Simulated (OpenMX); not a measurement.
HfIn4SiO6 under changes of volume

One of the cells (15.454 Å³/atom); the others are scaled copies at fixed shape and fractional positions:

```
Hf In Si O
1.0
     2.41414   -8.12134   -0.00008
     2.41414    8.12134   -0.00008
    -0.99593    0.00000    4.72934
Hf In Si O
1 4 1 6
Direct
  0.00000 0.00000 0.00000
  0.66331 0.33669 0.00000
  0.16209 0.83791 0.50000
  0.33669 0.66331 0.00000
  0.83791 0.16209 0.50000
  0.50000 0.50000 0.50000
  0.73030 0.73030 0.27048
  0.26970 0.26970 0.72952
  0.19567 0.35702 0.27610
  0.64298 0.80433 0.72390
  0.80433 0.64298 0.72390
  0.35702 0.19567 0.27610
```

The cell was built by a generator and needn't be a form met in nature.

| Quantity | Value |
| --- | --- |
| Program | OpenMX 3.8.5 |
| Functional | LDA |
| Potentials or basis | OpenMX 2013 LDA set, Hf7.0-s3p2d2f1, In7.0-s3p2d2, Si7.0-s2p2d1, O6.0-s2p2d1, fixed grid of 60 × 60 × 64 points |
| k mesh | 7 × 7 × 7 |
| Occupations | fermi-dirac, width 0.05 eV |
| Spin | no spin polarisation |

| volume (Å³/atom) | energy over the lowest point (meV/atom) | largest force (eV/Å) |
| --- | --- | --- |
| 14.527 | 0.00 | 0.852 |
| 14.836 | 2.20 | 0.829 |
| 15.145 | 9.60 | 0.807 |
| 15.454 | 21.64 | 0.782 |
| 15.763 | 37.84 | 0.761 |
| 16.072 | 57.70 | 0.739 |
| 16.381 | ? | ? |

Question: What does the run at 16.381 Å³/atom give?

Answer: Energy over the lowest point 80.79 meV/atom; largest force 0.825 eV/Å.

Worked out: A Birch-Murnaghan fit of order 3 (a polynomial in V^(-2/3)) to the other rows has its minimum at 14.56 Å³/atom with B0 = V·E''(V) = 141 GPa and B' = 4.5 at fixed shape and positions, which overstates the stiffness. It gives 80.86 meV/atom at 16.381 Å³/atom, against the run's 80.79.

Energies are extrapolated to zero smearing.

Caveats: the basis has few d functions beyond the semicore shells, which can make volumes several per cent too large; the basis of atomic orbitals isn't converged, which shifts pressures, moduli and gaps.
